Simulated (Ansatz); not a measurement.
# C2H4ClSi radical: up Jacob's ladder to CCSD(T)

An exercise on one series of results from a longer session: the logs are not shown, and one member is left open.

Program: Ansatz 0.2.0, Gaussian basis. Level of theory: functionals in def2-TZVPP, the program's frozen cores in correlated methods. These are calculated values, not measurements.

The runs, in order: LDA (SPW92), PBE-D4, revPBE-D4, BLYP-D4, r2SCAN-D4, B97M-V, PBE0-D4, B3LYP-D4, r2SCANh-D4, r2SCAN0-D4, HSE06-D4, BHLYP-D4, CAM-B3LYP-D4, LC-ωPBE, ωB97X-V, ωB97M-V, B2PLYP, PBE-QIDH; CCSD(T)/def2-SVP; CCSD(T)/def2-TZVPP; MP2/def2-QZVPP; extrapolation to the limit; RPA on PBE.

## The relaxed structure

The geometry comes from an earlier relaxation with PBE0-D4 in a triple-zeta def2 set; it is a stationary point, not always the lowest conformer.

SMILES `C=C[SiH]Cl`, 8 atoms, charge 0, spin multiplicity 2.

Atoms are counted from 1 here; the program's logs count them from 0.

Bond lengths: C1–C2 1.335 Å, C1–H5 1.087 Å, C1–H6 1.086 Å, C2–Si3 1.841 Å, C2–H7 1.088 Å, Si3–Cl4 2.059 Å, Si3–H8 1.489 Å. Angles: C2–C1–H5 121.9°, C2–C1–H6 122.0°, H5–C1–H6 116.1°, C1–C2–Si3 122.0°, C1–C2–H7 119.1°, Si3–C2–H7 118.7°, C2–Si3–Cl4 111.3°, C2–Si3–H8 111.0°, Cl4–Si3–H8 109.0°.

The first run:

Contents of in.yaml:

```yaml
crystal:
  periodic: [false, false, false]
  atoms:
    - {symbol: C, position_ang: [0.647011, 1.027041, -0.659687]}
    - {symbol: C, position_ang: [0.628526, -0.066651, 0.105419]}
    - {symbol: Si, position_ang: [-0.903645, -0.642571, 0.947130]}
    - {symbol: Cl, position_ang: [-1.031598, -2.697935, 0.941341]}
    - {symbol: H, position_ang: [-0.256920, 1.588171, -0.880595]}
    - {symbol: H, position_ang: [1.563892, 1.404865, -1.102498]}
    - {symbol: H, position_ang: [1.561275, -0.591005, 0.301565]}
    - {symbol: H, position_ang: [-2.116341, -0.079115, 0.291527]}
basis:
  gaussian: {orbitals: def2-TZVPP}
magnetization: {spin_polarized: true, initial_magnetization: 1}
hamiltonian: {xc: lda}
output: {orbitals: {seedname: orbitals}}
```

Steps of the session up to this table: LDA; PBE-D4 (GGA); revPBE-D4 (GGA); BLYP-D4 (GGA); r2SCAN-D4 (meta-GGA); B97M-V (meta-GGA); PBE0-D4 (hybrid); B3LYP-D4 (hybrid); r2SCANh-D4 (hybrid); r2SCAN0-D4 (hybrid); HSE06-D4 (hybrid); BHLYP-D4 (hybrid); CAM-B3LYP-D4 (range-separated); LC-ωPBE-D4 (range-separated; the results give it without D4); ωB97X-V (range-separated); ωB97M-V (range-separated); B2PLYP (double hybrid); PBE-QIDH (double hybrid).

One of the session's tables, all rows but one given; the rest of the session is left out.

It belongs to the step «Frontier levels by functional». 

| functional | HOMO (eV) | LUMO (eV) | gap (eV) |
| --- | --- | --- | --- |
| LDA (SPW92) | -4.90 | -3.87 | 1.03 |
| PBE-D4 | -4.92 | -3.45 | 1.46 |
| revPBE-D4 | -4.89 | -3.31 | 1.58 |
| BLYP-D4 | -4.70 | -3.45 | 1.25 |
| r2SCAN-D4 | -5.25 | -3.03 | 2.23 |
| B97M-V | -4.97 | -3.51 | 1.47 |
| PBE0-D4 | ? | ? | ? |
| B3LYP-D4 | -5.72 | -2.90 | 2.82 |
| r2SCANh-D4 | -5.65 | -2.71 | 2.94 |
| r2SCAN0-D4 | -6.25 | -2.25 | 4.00 |
| HSE06-D4 | -5.61 | -2.92 | 2.69 |
| BHLYP-D4 | -6.91 | -1.70 | 5.22 |
| CAM-B3LYP-D4 | -7.18 | -1.63 | 5.55 |
| LC-ωPBE | -8.60 | -0.26 | 8.34 |
| ωB97X-V | -8.08 | -0.76 | 7.32 |
| ωB97M-V | -7.72 | -0.89 | 6.83 |

**Question.** Estimate the row for PBE0-D4.

The run gave: HOMO (eV): -6.00; LUMO (eV): -2.54; gap (eV): 3.46. In the column «HOMO (eV)» it lies between r2SCAN0-D4 (-6.25) and B3LYP-D4 (-5.72).
